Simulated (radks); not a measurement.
# Sc in [Ar] 3d1 4s1 4p1: an all-electron calculation

One table from this session's results is given with a row withheld; the runs are named, their logs left out.

Method: scalar-relativistic Kohn-Sham, LDA (Slater exchange, Perdew-Wang correlation), spin-polarised, spherical densities, finite nucleus; open shells are filled with parallel spins first. Code: radks (a radial shooting solver on a logarithmic mesh, Libxc functionals) version 1.

**What is computed**

* element: scandium (Z = 21)
* charge: 0
* electrons: 21
* configuration: [Ar] 3d1 4s1 4p1
* nuclear rms radius: 3.5459 fm

Outer shells as boxes (Hund's rule):

Sc
```
[Ar] core
3d [↑ ][  ][  ][  ][  ]
4s [↑ ]
4p [↑ ][  ][  ]
```

The first run:

The run's settings:

```text
Z 21
configuration [Ar] 3d1 4s1 4p1
relativity scalar-relativistic
functional lda,pw
spin polarised
nucleus finite rms 3.5459 fm
c 137.035999084
```

One of the session's tables, all rows but one given; the rest of the session is left out.

It belongs to the step «Orbitals and density». Sizes of the orbitals, from the radial functions (bohr):

| level | <r> | outermost maximum (interpolated) | 90 % within | nodes |
| --- | --- | --- | --- | --- |
| 1s up | 0.07320 | 0.0479 | 0.131 | 0 |
| 1s down | 0.07320 | 0.0479 | 0.131 | 0 |
| 2s up | 0.3447 | 0.284 | 0.536 | 1 |
| 2s down | 0.3445 | 0.284 | 0.536 | 1 |
| 2p up | 0.3083 | 0.232 | 0.508 | 0 |
| 2p down | 0.3081 | 0.232 | 0.508 | 0 |
| 3s up | 1.077 | 0.926 | 1.62 | 2 |
| 3s down | 1.076 | 0.926 | 1.61 | 2 |
| 3p up | 1.171 | 0.967 | 1.81 | 1 |
| 3p down | 1.167 | 0.966 | 1.80 | 1 |
| 4s up | 3.553 | 3.00 | 5.31 | 3 |
| 3d up | 1.801 | 1.09 | 3.21 | 0 |
| 4s down | 3.720 | 3.02 | 5.68 | 3 |
| 3d down | ? | ? | ? | ? |
| 4p up | 4.624 | 3.82 | 7.02 | 2 |
| 4p down | 5.494 | 4.21 | 8.68 | 2 |

**Question.** Estimate the row for 3d down.

The run gave: <r>: 1.746; outermost maximum (interpolated): 1.09; 90 % within: 3.09; nodes: 0. In the column «<r>» it lies between 3p up (1.171) and 3d up (1.801).
